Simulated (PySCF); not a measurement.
# MoO₄ (-2): NMR shieldings

Wanted: NMR shieldings for MoO₄ (-2) (`[O]=[Mo](=[O])([O-])[O-]`).

Computed with PySCF 2.14.0 and routines of our own; the level stands in each step. Atoms count from 0.

## (1) The system as given

5 atoms, charge -2, multiplicity 1; geometry from: GFN2-xTB.

## (2) Optimising the geometry at PBE0-D3(BJ)/def2-SVP

The job: settings as JSON, then the geometry in Å.

```
{"job": {"xc": "PBE0", "basis": "def2-SVP", "d3": "d3bj", "grid": 1, "maxiter": 30, "shake": 0.01, "kind": "geom"}, "charge": -2, "multiplicity": 1}
O      0.065360    -0.999220     1.415120
Mo    -0.003940    -0.003880    -0.005650
O     -0.144980    -1.009590    -1.397810
O      1.475540     0.933880    -0.105440
O     -1.358410     1.044830     0.055890
```

Command:

```console
OMP_NUM_THREADS=1 python heavy_run.py task.json out
```

One launch serves the whole session: the jobs run in the order shown.

The program printed:

```text
step   0  E = -368.62721750  max force = 0.041511
step   1  E = -368.62788945  max force = 0.032738
step   2  E = -368.63255878  max force = 0.008980
step   3  E = -368.63264828  max force = 0.002459
step   4  E = -368.63267262  max force = 0.000910
step   5  E = -368.63275076  max force = 0.003362
step   6  E = -368.63276462  max force = 0.001747
step   7  E = -368.63277035  max force = 0.000145
optimisation converged
```

Wall time 22 s (1 thread of Arm Neoverse V2, shared host); peak memory 0.37 GiB.

Step by step:

| step | energy from step 0 (eV) | largest force component (eV/Å) |
| --- | --- | --- |
| 0 | 0.0000 | 2.1346 |
| 1 | -0.0183 | 1.6835 |
| 2 | -0.1453 | 0.4618 |
| 3 | -0.1478 | 0.1264 |
| 4 | -0.1484 | 0.0468 |
| 5 | -0.1506 | 0.1729 |
| 6 | -0.1509 | 0.0898 |
| 7 | -0.1511 | 0.0075 |

Close pairs (by a distance rule), those that changed most:

| bond | before (Å) | after (Å) | change (Å) |
| --- | --- | --- | --- |
| Mo1–O4 | 1.714 | 1.766 | +0.052 |
| Mo1–O2 | 1.723 | 1.766 | +0.043 |
| O0–Mo1 | 1.736 | 1.766 | +0.030 |
| Mo1–O3 | 1.754 | 1.766 | +0.012 |

The next job starts from the end point, and lists it.

| at the end point | value |
| --- | --- |
| point group (found at 0.08 Å tolerance) | Td |
| rotational constants (GHz, main isotopes) | 3.802, 3.802, 3.790 |

## (3) NMR shieldings: PBE/pcJ-1 Mo:dyall-v2z (PBE), spin–orbit

The job: settings as JSON, then the geometry in Å.

```
{"job": {"kind": "hnmr", "xc": "PBE", "basis": {"default": "pcJ-1", "Mo": "dyall-v2z"}, "rel": "so"}, "charge": -2, "multiplicity": 1}
O     -0.159106    -1.074439     1.309362
Mo    -0.145197    -0.059209    -0.135904
O     -0.151414    -1.079289    -1.577778
O      1.309050     0.943298    -0.133593
O     -1.578013     0.973710    -0.141324
```

Level: PBE/pcJ-1 Mo:dyall-v2z GIAO NMR shielding, X2C with spin-orbit coupling, screened-nuclear two-electron part, Gaussian nuclei, gas phase.

The program printed:

```text
spin-free SCF
coarse grid: 28896 points
cycle   1  E = -4346.7338776869  dE =  1.919e+00  |g| = 3.511e+00  |ddm| = 2.219e+00
cycle   2  E = -4324.5903930804  dE =  2.214e+01  |g| = 1.087e+01  |ddm| = 1.565e+01
cycle   3  E = -4347.8585269767  dE = -2.327e+01  |g| = 2.771e+00  |ddm| = 1.463e+01
cycle   4  E = -4348.8698642806  dE = -1.011e+00  |g| = 1.142e+00  |ddm| = 1.216e+00
cycle   5  E = -4348.7019621853  dE =  1.679e-01  |g| = 1.504e+00  |ddm| = 1.290e+00
cycle   6  E = -4349.0543025661  dE = -3.523e-01  |g| = 5.704e-01  |ddm| = 7.174e-01
cycle   7  E = -4349.0950826323  dE = -4.078e-02  |g| = 2.993e-01  |ddm| = 2.602e-01
cycle   8  E = -4349.1000134498  dE = -4.931e-03  |g| = 2.420e-01  |ddm| = 2.259e-01
cycle   9  E = -4349.1111722005  dE = -1.116e-02  |g| = 3.696e-02  |ddm| = 1.385e-01
cycle  10  E = -4349.1114021959  dE = -2.300e-04  |g| = 5.149e-03  |ddm| = 1.897e-02
cycle  11  E = -4349.1114069488  dE = -4.753e-06  |g| = 2.011e-03  |ddm| = 3.263e-03
final grid: 59240 points
cycle  12  E = -4349.1115753794  dE =  1.211e-05  |g| = 9.519e-03  |ddm| = 5.727e-03
cycle  13  E = -4349.1112895268  dE =  2.859e-04  |g| = 3.920e-02  |ddm| = 2.512e-02
cycle  14  E = -4349.1115902830  dE = -3.008e-04  |g| = 1.084e-03  |ddm| = 2.107e-02
cycle  15  E = -4349.1115903361  dE = -5.311e-08  |g| = 1.007e-03  |ddm| = 9.105e-04
cycle  16  E = -4349.1115904961  dE = -1.599e-07  |g| = 3.103e-04  |ddm| = 5.732e-04
cycle  17  E = -4349.1115905130  dE = -1.695e-08  |g| = 2.978e-05  |ddm| = 1.775e-04
cycle  18  E = -4349.1115905131  dE = -5.548e-11  |g| = 2.274e-05  |ddm| = 2.315e-05
converged SCF energy = -4349.1115905131
two-component SCF
cycle   1  E = -4348.8946512612  dE = -4.349e+03  |FDS-SDF| = 4.841e+01
cycle   2  E = -4349.3745496873  dE = -4.799e-01  |FDS-SDF| = 2.199e-02
cycle   3  E = -4349.3745438443  dE =  5.843e-06  |FDS-SDF| = 9.112e-03
cycle   4  E = -4349.3744886667  dE =  5.518e-05  |FDS-SDF| = 1.991e-02
cycle   5  E = -4349.3745495932  dE = -6.093e-05  |FDS-SDF| = 3.136e-03
cycle   6  E = -4349.3745512898  dE = -1.697e-06  |FDS-SDF| = 2.867e-04
cycle   7  E = -4349.3745512945  dE = -4.689e-09  |FDS-SDF| = 2.279e-04
cycle   8  E = -4349.3745513039  dE = -9.461e-09  |FDS-SDF| = 6.402e-05
converged, E = -4349.3745513039

Field gradients (au) and densities at the nuclei (bohr^-3)
atom        Vxx        Vyy        Vzz        centre      nuclear mean
  0 O     -0.0471    -0.0506     0.0977        311.892        311.882
  1 Mo    -0.0103    -0.0106     0.0209      89480.476      88058.586
  2 O     -0.0470    -0.0506     0.0976        311.892        311.882
  3 O     -0.0473    -0.0507     0.0980        311.892        311.882
  4 O     -0.0468    -0.0508     0.0976        311.892        311.882
without picture change
  1 Mo                           0.0217                    173552.219

Core orbital energies (eV)
atom   shell        mean    spread
  1 Mo 1s       -19783.184   0.000
  1 Mo 2s        -2786.970   0.000
  1 Mo 3s         -467.129   0.000
  1 Mo 4s          -55.411   0.000
  1 Mo 2p1/2     -2562.592   0.000
  1 Mo 2p3/2     -2456.866   0.000
  1 Mo 3p1/2      -381.918   0.000
  1 Mo 3p3/2      -364.430   0.000
  1 Mo 4p1/2       -31.479   0.000
  1 Mo 4p3/2       -29.085   0.002
  1 Mo 3d3/2      -213.955   0.000
  1 Mo 3d5/2      -210.720   0.006

vertical triplet (scalar unrestricted SCF): 3.852 eV

Shielding tensors (ppm)
atom      isotropic    diamagn.    paramagn.     s11        s22        s33       span
  0 O      -248.98      414.33     -663.31    -341.25    -339.05     -66.63     274.63
  1 Mo     -342.64     3774.67    -4117.31    -344.32    -342.00    -341.60       2.72
  2 O      -248.98      414.26     -663.24    -341.32    -339.01     -66.62     274.70
  3 O      -248.98      414.36     -663.34    -341.20    -339.08     -66.67     274.53
  4 O      -248.99      414.29     -663.28    -341.46    -338.89     -66.62     274.85
```

It took 44 s on 1 thread of Arm Neoverse V2, shared host; peak memory 1 GiB.

Key values:

| quantity | value |
| --- | --- |
| energy from spin-orbit coupling | -0.2630 Eh |

## (4) NMR shieldings: KT2/pcJ-1 Mo:dyall-v2z (KT2), spin–orbit

The job: settings as JSON, then the geometry in Å.

```
{"job": {"kind": "hnmr", "xc": "KT2", "basis": {"default": "pcJ-1", "Mo": "dyall-v2z"}, "rel": "so"}, "charge": -2, "multiplicity": 1}
O     -0.159106    -1.074439     1.309362
Mo    -0.145197    -0.059209    -0.135904
O     -0.151414    -1.079289    -1.577778
O      1.309050     0.943298    -0.133593
O     -1.578013     0.973710    -0.141324
```

With the program's defaults for keys left out, this is: KT2/pcJ-1 Mo:dyall-v2z GIAO NMR shielding, X2C with spin-orbit coupling, screened-nuclear two-electron part, Gaussian nuclei, gas phase.

The program printed:

```text
spin-free SCF
coarse grid: 28896 points
cycle   1  E = -4365.0829121104  dE =  1.908e+00  |g| = 3.802e+00  |ddm| = 2.193e+00
cycle   2  E = -4343.7714921699  dE =  2.131e+01  |g| = 1.046e+01  |ddm| = 1.511e+01
cycle   3  E = -4366.6898483309  dE = -2.292e+01  |g| = 2.106e+00  |ddm| = 1.420e+01
cycle   4  E = -4367.3033681040  dE = -6.135e-01  |g| = 8.141e-01  |ddm| = 1.109e+00
cycle   5  E = -4366.9695225352  dE =  3.338e-01  |g| = 1.559e+00  |ddm| = 1.255e+00
cycle   6  E = -4367.4275323854  dE = -4.580e-01  |g| = 2.933e-01  |ddm| = 7.723e-01
cycle   7  E = -4367.4295818760  dE = -2.049e-03  |g| = 2.758e-01  |ddm| = 2.516e-01
cycle   8  E = -4367.4414176622  dE = -1.184e-02  |g| = 1.284e-01  |ddm| = 1.902e-01
cycle   9  E = -4367.4445545175  dE = -3.137e-03  |g| = 1.814e-02  |ddm| = 7.999e-02
cycle  10  E = -4367.4446144445  dE = -5.993e-05  |g| = 2.971e-03  |ddm| = 1.144e-02
cycle  11  E = -4367.4446099556  dE =  4.489e-06  |g| = 5.591e-03  |ddm| = 4.257e-03
cycle  12  E = -4367.4446162479  dE = -6.292e-06  |g| = 3.837e-04  |ddm| = 3.062e-03
final grid: 59240 points
cycle  13  E = -4367.4411285690  dE = -3.357e-04  |g| = 5.610e-01  |ddm| = 1.580e-03
cycle  14  E = -4367.4411233850  dE =  5.184e-06  |g| = 1.213e-02  |ddm| = 3.451e-03
cycle  15  E = -4367.4410165984  dE =  1.068e-04  |g| = 2.353e-02  |ddm| = 1.527e-02
cycle  16  E = -4367.4411289815  dE = -1.124e-04  |g| = 2.251e-04  |ddm| = 1.250e-02
cycle  17  E = -4367.4411289375  dE =  4.396e-08  |g| = 5.533e-04  |ddm| = 3.304e-04
cycle  18  E = -4367.4411289863  dE = -4.881e-08  |g| = 1.482e-04  |ddm| = 2.811e-04
cycle  19  E = -4367.4411289899  dE = -3.613e-09  |g| = 1.319e-05  |ddm| = 7.324e-05
converged SCF energy = -4367.4411289899
two-component SCF
cycle   1  E = -4367.2233849821  dE = -4.367e+03  |FDS-SDF| = 4.853e+01
cycle   2  E = -4367.7042841696  dE = -4.809e-01  |FDS-SDF| = 2.249e-02
cycle   3  E = -4367.7042789278  dE =  5.242e-06  |FDS-SDF| = 8.609e-03
cycle   4  E = -4367.7042246904  dE =  5.424e-05  |FDS-SDF| = 1.946e-02
cycle   5  E = -4367.7042840339  dE = -5.934e-05  |FDS-SDF| = 3.072e-03
cycle   6  E = -4367.7042857084  dE = -1.675e-06  |FDS-SDF| = 2.242e-04
cycle   7  E = -4367.7042857130  dE = -4.631e-09  |FDS-SDF| = 1.424e-04
cycle   8  E = -4367.7042857154  dE = -2.352e-09  |FDS-SDF| = 9.546e-05
cycle   9  E = -4367.7042857172  dE = -1.807e-09  |FDS-SDF| = 1.890e-06
converged, E = -4367.7042857172

Field gradients (au) and densities at the nuclei (bohr^-3)
atom        Vxx        Vyy        Vzz        centre      nuclear mean
  0 O     -0.0414    -0.0455     0.0870        320.949        320.938
  1 Mo    -0.0096    -0.0099     0.0195      91354.739      89768.270
  2 O     -0.0413    -0.0455     0.0868        320.949        320.938
  3 O     -0.0416    -0.0457     0.0873        320.949        320.938
  4 O     -0.0411    -0.0457     0.0868        320.949        320.938
without picture change
  1 Mo                           0.0203                    177039.608

Core orbital energies (eV)
atom   shell        mean    spread
  1 Mo 1s       -19841.965   0.000
  1 Mo 2s        -2799.701   0.000
  1 Mo 3s         -471.806   0.000
  1 Mo 4s          -55.867   0.000
  1 Mo 2p1/2     -2572.458   0.000
  1 Mo 2p3/2     -2466.401   0.000
  1 Mo 3p1/2      -385.543   0.000
  1 Mo 3p3/2      -367.969   0.000
  1 Mo 4p1/2       -31.738   0.000
  1 Mo 4p3/2       -29.375   0.002
  1 Mo 3d3/2      -216.687   0.000
  1 Mo 3d5/2      -213.427   0.010

Shielding tensors (ppm)
atom      isotropic    diamagn.    paramagn.     s11        s22        s33       span
  0 O      -236.05      417.93     -653.98    -324.94    -322.68     -60.52     264.42
  1 Mo     -275.55     3781.65    -4057.20    -277.11    -274.94    -274.59       2.53
  2 O      -236.05      417.85     -653.90    -325.00    -322.64     -60.51     264.50
  3 O      -236.03      417.96     -654.00    -324.87    -322.69     -60.55     264.32
  4 O      -236.05      417.88     -653.93    -325.15    -322.51     -60.50     264.65
```

Run time: 35 s. Hardware: 1 thread of Arm Neoverse V2, shared host; peak memory 1 GiB.

In short:

| quantity | value |
| --- | --- |
| energy from spin-orbit coupling | -0.2632 Eh |

## (5) NMR shieldings: B3LYP/pcJ-1 Mo:dyall-v2z (B3LYP), spin–orbit

The job: settings as JSON, then the geometry in Å.

```
{"job": {"kind": "hnmr", "xc": "B3LYP", "basis": {"default": "pcJ-1", "Mo": "dyall-v2z"}, "rel": "so"}, "charge": -2, "multiplicity": 1}
O     -0.159106    -1.074439     1.309362
Mo    -0.145197    -0.059209    -0.135904
O     -0.151414    -1.079289    -1.577778
O      1.309050     0.943298    -0.133593
O     -1.578013     0.973710    -0.141324
```

With the program's defaults for keys left out, this is: B3LYP/pcJ-1 Mo:dyall-v2z GIAO NMR shielding, X2C with spin-orbit coupling, screened-nuclear two-electron part, Gaussian nuclei, gas phase.

The program printed:

```text
spin-free SCF
coarse grid: 28896 points
cycle   1  E = -4347.6992846748  dE =  1.429e+00  |g| = 3.337e+00  |ddm| = 2.217e+00
cycle   2  E = -4329.4909677160  dE =  1.821e+01  |g| = 1.017e+01  |ddm| = 1.053e+01
cycle   3  E = -4349.3629284947  dE = -1.987e+01  |g| = 1.623e+00  |ddm| = 9.467e+00
cycle   4  E = -4349.7960156355  dE = -4.331e-01  |g| = 2.082e-01  |ddm| = 6.716e-01
cycle   5  E = -4349.7887387112  dE =  7.277e-03  |g| = 2.563e-01  |ddm| = 1.895e-01
cycle   6  E = -4349.7970512922  dE = -8.313e-03  |g| = 1.354e-01  |ddm| = 1.074e-01
cycle   7  E = -4349.7990679915  dE = -2.017e-03  |g| = 8.049e-02  |ddm| = 7.474e-02
cycle   8  E = -4349.8002452500  dE = -1.177e-03  |g| = 8.158e-03  |ddm| = 4.068e-02
cycle   9  E = -4349.8002589582  dE = -1.371e-05  |g| = 1.219e-03  |ddm| = 5.043e-03
cycle  10  E = -4349.8002586446  dE =  3.135e-07  |g| = 1.751e-03  |ddm| = 1.229e-03
final grid: 59240 points
cycle  11  E = -4349.8002566718  dE =  4.415e-06  |g| = 5.689e-03  |ddm| = 3.714e-03
cycle  12  E = -4349.8002016440  dE =  5.503e-05  |g| = 1.820e-02  |ddm| = 1.156e-02
cycle  13  E = -4349.8002626417  dE = -6.100e-05  |g| = 8.558e-05  |ddm| = 8.796e-03
cycle  14  E = -4349.8002626387  dE =  2.970e-09  |g| = 1.571e-04  |ddm| = 1.059e-04
cycle  15  E = -4349.8002626427  dE = -3.977e-09  |g| = 2.082e-05  |ddm| = 7.349e-05
converged SCF energy = -4349.8002626427
two-component SCF
cycle   1  E = -4349.5833705500  dE = -4.350e+03  |FDS-SDF| = 4.840e+01
cycle   2  E = -4350.0629283089  dE = -4.796e-01  |FDS-SDF| = 1.443e-01
cycle   3  E = -4350.0630854031  dE = -1.571e-04  |FDS-SDF| = 5.700e-03
cycle   4  E = -4350.0630884919  dE = -3.089e-06  |FDS-SDF| = 6.054e-03
cycle   5  E = -4350.0630913873  dE = -2.895e-06  |FDS-SDF| = 3.211e-03
cycle   6  E = -4350.0630932827  dE = -1.895e-06  |FDS-SDF| = 7.363e-04
cycle   7  E = -4350.0630935112  dE = -2.286e-07  |FDS-SDF| = 1.797e-04
cycle   8  E = -4350.0630935217  dE = -1.048e-08  |FDS-SDF| = 6.853e-05
converged, E = -4350.0630935217

Field gradients (au) and densities at the nuclei (bohr^-3)
atom        Vxx        Vyy        Vzz        centre      nuclear mean
  0 O     -0.0477    -0.0516     0.0993        311.480        311.470
  1 Mo    -0.0105    -0.0107     0.0212      89448.677      88021.777
  2 O     -0.0476    -0.0516     0.0991        311.480        311.470
  3 O     -0.0479    -0.0517     0.0996        311.480        311.470
  4 O     -0.0474    -0.0517     0.0991        311.480        311.470
without picture change
  1 Mo                           0.0220                    173462.091

Core orbital energies (eV)
atom   shell        mean    spread
  1 Mo 1s       -19848.107   0.000
  1 Mo 2s        -2812.487   0.000
  1 Mo 3s         -478.850   0.000
  1 Mo 4s          -59.683   0.000
  1 Mo 2p1/2     -2585.077   0.000
  1 Mo 2p3/2     -2478.845   0.000
  1 Mo 3p1/2      -392.123   0.000
  1 Mo 3p3/2      -374.412   0.000
  1 Mo 4p1/2       -34.482   0.000
  1 Mo 4p3/2       -31.954   0.001
  1 Mo 3d3/2      -221.177   0.000
  1 Mo 3d5/2      -217.893   0.000

Shielding tensors (ppm)
atom      isotropic    diamagn.    paramagn.     s11        s22        s33       span
  0 O      -282.58      415.02     -697.60    -396.90    -394.47     -56.37     340.52
  1 Mo     -395.82     3772.93    -4168.76    -397.54    -395.15    -394.77       2.76
  2 O      -282.58      414.94     -697.52    -396.96    -394.41     -56.36     340.60
  3 O      -282.59      415.04     -697.63    -396.85    -394.50     -56.40     340.45
  4 O      -282.57      414.97     -697.54    -397.10    -394.25     -56.36     340.75
```

It took 97 s on 1 thread of Arm Neoverse V2, shared host; peak memory 1.3 GiB.

Key values:

| quantity | value |
| --- | --- |
| energy from spin-orbit coupling | -0.2628 Eh |

## (6) NMR shieldings: BHandHLYP/pcJ-1 Mo:dyall-v2z (BHandHLYP), spin–orbit

The job: settings as JSON, then the geometry in Å.

```
{"job": {"kind": "hnmr", "xc": "BHandHLYP", "basis": {"default": "pcJ-1", "Mo": "dyall-v2z"}, "rel": "so"}, "charge": -2, "multiplicity": 1}
O     -0.159106    -1.074439     1.309362
Mo    -0.145197    -0.059209    -0.135904
O     -0.151414    -1.079289    -1.577778
O      1.309050     0.943298    -0.133593
O     -1.578013     0.973710    -0.141324
```

Method: BHandHLYP/pcJ-1 Mo:dyall-v2z GIAO NMR shielding, X2C with spin-orbit coupling, screened-nuclear two-electron part, Gaussian nuclei, gas phase.

The program printed:

```text
spin-free SCF
coarse grid: 28896 points
cycle   1  E = -4347.8269028363  dE =  7.083e-01  |g| = 3.027e+00  |ddm| = 2.231e+00
cycle   2  E = -4338.2175736573  dE =  9.609e+00  |g| = 8.576e+00  |ddm| = 5.259e+00
cycle   3  E = -4349.3680961634  dE = -1.115e+01  |g| = 8.967e-01  |ddm| = 3.731e+00
cycle   4  E = -4349.4894723559  dE = -1.214e-01  |g| = 2.770e-01  |ddm| = 5.880e-01
cycle   5  E = -4349.4983411596  dE = -8.869e-03  |g| = 4.948e-02  |ddm| = 1.427e-01
cycle   6  E = -4349.4987728807  dE = -4.317e-04  |g| = 9.102e-03  |ddm| = 2.473e-02
cycle   7  E = -4349.4987775692  dE = -4.689e-06  |g| = 7.429e-03  |ddm| = 8.246e-03
cycle   8  E = -4349.4987871442  dE = -9.575e-06  |g| = 1.661e-03  |ddm| = 3.700e-03
final grid: 59240 points
cycle   9  E = -4349.4987444766  dE =  9.325e-07  |g| = 3.452e-03  |ddm| = 2.411e-03
cycle  10  E = -4349.4987371736  dE =  7.303e-06  |g| = 7.672e-03  |ddm| = 4.749e-03
cycle  11  E = -4349.4987463156  dE = -9.142e-06  |g| = 1.255e-04  |ddm| = 3.309e-03
cycle  12  E = -4349.4987463174  dE = -1.758e-09  |g| = 1.017e-04  |ddm| = 1.070e-04
cycle  13  E = -4349.4987463194  dE = -2.030e-09  |g| = 2.613e-05  |ddm| = 5.606e-05
converged SCF energy = -4349.4987463194
two-component SCF
cycle   1  E = -4349.2821183451  dE = -4.349e+03  |FDS-SDF| = 4.835e+01
cycle   2  E = -4349.7600885495  dE = -4.780e-01  |FDS-SDF| = 3.498e-01
cycle   3  E = -4349.7607915973  dE = -7.030e-04  |FDS-SDF| = 1.509e-02
cycle   4  E = -4349.7608276020  dE = -3.600e-05  |FDS-SDF| = 4.035e-03
cycle   5  E = -4349.7608379595  dE = -1.036e-05  |FDS-SDF| = 2.934e-03
cycle   6  E = -4349.7608417919  dE = -3.832e-06  |FDS-SDF| = 1.649e-03
cycle   7  E = -4349.7608438824  dE = -2.090e-06  |FDS-SDF| = 7.293e-04
cycle   8  E = -4349.7608441641  dE = -2.818e-07  |FDS-SDF| = 1.403e-04
cycle   9  E = -4349.7608441843  dE = -2.017e-08  |FDS-SDF| = 6.886e-05
converged, E = -4349.7608441843

Field gradients (au) and densities at the nuclei (bohr^-3)
atom        Vxx        Vyy        Vzz        centre      nuclear mean
  0 O     -0.0635    -0.0676     0.1311        311.131        311.121
  1 Mo    -0.0103    -0.0106     0.0209      89377.863      87954.656
  2 O     -0.0633    -0.0676     0.1309        311.131        311.121
  3 O     -0.0637    -0.0677     0.1314        311.131        311.121
  4 O     -0.0631    -0.0677     0.1309        311.131        311.121
without picture change
  1 Mo                           0.0217                    173312.353

Core orbital energies (eV)
atom   shell        mean    spread
  1 Mo 1s       -19945.479   0.000
  1 Mo 2s        -2850.276   0.000
  1 Mo 3s         -496.587   0.000
  1 Mo 4s          -65.786   0.000
  1 Mo 2p1/2     -2617.377   0.000
  1 Mo 2p3/2     -2510.436   0.000
  1 Mo 3p1/2      -407.235   0.000
  1 Mo 3p3/2      -389.202   0.000
  1 Mo 4p1/2       -38.878   0.000
  1 Mo 4p3/2       -36.276   0.001
  1 Mo 3d3/2      -231.532   0.000
  1 Mo 3d5/2      -228.177   0.013

Shielding tensors (ppm)
atom      isotropic    diamagn.    paramagn.     s11        s22        s33       span
  0 O      -306.73      413.93     -720.66    -452.53    -449.82     -17.84     434.69
  1 Mo     -388.59     3770.56    -4159.15    -390.30    -387.94    -387.53       2.76
  2 O      -306.72      413.86     -720.59    -452.59    -449.75     -17.83     434.76
  3 O      -306.75      413.96     -720.70    -452.51    -449.87     -17.86     434.65
  4 O      -306.70      413.89     -720.58    -452.73    -449.53     -17.83     434.90
```

Run time: 1.8 min. Hardware: 1 thread of Arm Neoverse V2, shared host; peak memory 1.3 GiB.

From this job:

| quantity | value |
| --- | --- |
| energy from spin-orbit coupling | -0.2621 Eh |

## (7) Shieldings side by side

| run | Mo1 | O3 | O0 | O2 | O4 | time |
| --- | --- | --- | --- | --- | --- | --- |
| step 3, PBE/pcJ-1 Mo:dyall-v2z (PBE), spin–orbit | -342.6 | -249.0 | -249.0 | -249.0 | -249.0 | 44 s |
| step 4, KT2/pcJ-1 Mo:dyall-v2z (KT2), spin–orbit | -275.5 | -236.0 | -236.0 | -236.0 | -236.1 | 35 s |
| step 5, B3LYP/pcJ-1 Mo:dyall-v2z (B3LYP), spin–orbit | -395.8 | -282.6 | -282.6 | -282.6 | -282.6 | 97 s |
| step 6, BHandHLYP/pcJ-1 Mo:dyall-v2z (BHandHLYP), spin–orbit | -388.6 | -306.7 | -306.7 | -306.7 | -306.7 | 1.8 min |

## (8) Summary of results

| quantity | value |
| --- | --- |
| point group | Td |
| rotational constants (main isotopes) | 3.80, 3.80, 3.79 GHz |
| energy from spin-orbit coupling (step 3, PBE/pcJ-1 Mo:dyall-v2z (PBE), spin–orbit) | -0.2630 Eh |
| shieldings (step 3, PBE/pcJ-1 Mo:dyall-v2z (PBE), spin–orbit) | O0 -249.0, Mo1 -342.6, O2 -249.0, O3 -249.0, O4 -249.0 ppm |
| energy from spin-orbit coupling (step 4, KT2/pcJ-1 Mo:dyall-v2z (KT2), spin–orbit) | -0.2632 Eh |
| shieldings (step 4, KT2/pcJ-1 Mo:dyall-v2z (KT2), spin–orbit) | O0 -236.0, Mo1 -275.5, O2 -236.0, O3 -236.0, O4 -236.1 ppm |
| energy from spin-orbit coupling (step 5, B3LYP/pcJ-1 Mo:dyall-v2z (B3LYP), spin–orbit) | -0.2628 Eh |
| shieldings (step 5, B3LYP/pcJ-1 Mo:dyall-v2z (B3LYP), spin–orbit) | O0 -282.6, Mo1 -395.8, O2 -282.6, O3 -282.6, O4 -282.6 ppm |
| energy from spin-orbit coupling (step 6, BHandHLYP/pcJ-1 Mo:dyall-v2z (BHandHLYP), spin–orbit) | -0.2621 Eh |
| shieldings (step 6, BHandHLYP/pcJ-1 Mo:dyall-v2z (BHandHLYP), spin–orbit) | O0 -306.7, Mo1 -388.6, O2 -306.7, O3 -306.7, O4 -306.7 ppm |

What this shows: The optimisation took 7 steps and gained 0.151 eV; among the close pairs (by a distance rule), Mo1–O4 changed most, from 1.714 to 1.766 Å. In steps 3, 4, 5, 6 the highest level lies above zero, so the outer electrons are held by the basis. Mo1 moves most between the runs, by 120 ppm; the labels say what changes from run to run.
